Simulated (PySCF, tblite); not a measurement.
# C2H11B3NP: geometry, infrared bands and NMR shifts

What infrared bands and NMR shifts should C2H11B3NP (`BB(P)CNBC`) show?

Programs: tblite 0.8.0 and PySCF 2.14.0, with density-fitted response routines of our own. Each step states its level of theory. These are calculated values for one molecule in the gas phase, unless marked as measured. Atoms count from 0, in the outputs and in this text.

## Step 1: The molecule as given

18 atoms, charge 0, multiplicity 1; geometry from: force field or distance geometry start.

Bonds of the start (Å): B0–B1 1.67, B1–P2 1.92, B1–C3 1.57, C3–N4 1.43, N4–B5 1.50, B5–C6 1.61, B0–H7 1.18, B0–H8 1.19, P2–H9 1.47, P2–H10 1.45, C3–H11 1.13, C3–H12 1.11, N4–H13 1.06, B5–H14 1.19, C6–H15 1.09, C6–H16 1.12, C6–H17 1.13.

## Step 2: Optimising the geometry with GFN2-xTB

Job settings and geometry (Å):

```
{"job": {"kind": "relax", "xc": "GFN2-xTB", "basis": "xTB"}, "charge": 0, "multiplicity": 1}
B     -1.086500     1.586900     0.079600
B     -1.535000    -0.024500     0.056000
P     -3.422500    -0.350800     0.099700
C     -0.493300    -1.041500    -0.538500
N      0.686600    -0.455000    -1.085000
B      1.508200     0.362000    -0.135000
C      3.105200     0.256100    -0.314300
H     -1.468400     2.220100    -0.842900
H     -0.911500     2.096100     1.136500
H     -4.133000     0.515800    -0.857500
H     -3.760800    -1.747000    -0.112000
H     -0.268100    -1.852800     0.211900
H     -1.011300    -1.582900    -1.360900
H      1.292100    -1.250800    -1.439600
H      1.151800     0.750600     0.931700
H      3.632100     1.164300    -0.010000
H      3.311000     0.008000    -1.388700
H      3.394600    -0.648200     0.292700
```

On the command line:

```bash
$ OMP_NUM_THREADS=1 python probes_run.py task.json out
```

The driver reads the jobs from task.json and runs them one after another.

**Question.** This job is followed by: GFN2-xTB harmonic vibrations, gas phase; GIAO PBE0/pcSseg-1 NMR shielding, non-relativistic, gas phase. Predict these results of the whole session: strongest single infrared mode (GFN2-xTB); zero-point energy (GFN2-xTB); 13C shifts against TMS (PBE0/pcSseg-1); 1H shifts against TMS (PBE0/pcSseg-1, means over atoms taken as alike); 11B shifts against BF3·OEt2 (PBE0/pcSseg-1); 31P shifts against H3PO4 (PBE0/pcSseg-1); 15N shifts against NH3 (PBE0/pcSseg-1).

**Answer**, as computed:

| quantity | value |
| --- | --- |
| strongest single infrared mode (GFN2-xTB) | 2346 cm⁻¹, 500 km/mol |
| zero-point energy (GFN2-xTB) | 84.4 kcal/mol |
| 13C shifts against TMS (PBE0/pcSseg-1) | 62.6, 3.7 ppm |
| 1H shifts against TMS (PBE0/pcSseg-1, means over atoms taken as alike) | 6.34, 4.81, 4.18, 2.45, 0.53, -0.11 ppm |
| 11B shifts against BF3·OEt2 (PBE0/pcSseg-1) | 107.5, 39.6, 39.6 ppm |
| 31P shifts against H3PO4 (PBE0/pcSseg-1) | -223.2 ppm |
| 15N shifts against NH3 (PBE0/pcSseg-1) | 144.0 ppm |

What this shows: Relaxing lowered the energy by 2.055 eV in 185 steps; the close pair that moved most is N4–B5, from 1.498 to 1.368 Å. No mode is imaginary among the 48: a minimum at this level. The strongest single mode, at 2346 cm⁻¹, moves mainly H14. GFN2-xTB is a fitted tight-binding method: band positions and strengths are rough. Its intensities can rank the bands wrongly. The most deshielded carbon is C3 (sp3 CH2 bonded to B and N), at 62.6 ppm: pulled downfield by the heteroatom. At PBE0/pcSseg-1: Shielding is most anisotropic at B1 (span 251 ppm, paramagnetic term -205 ppm).
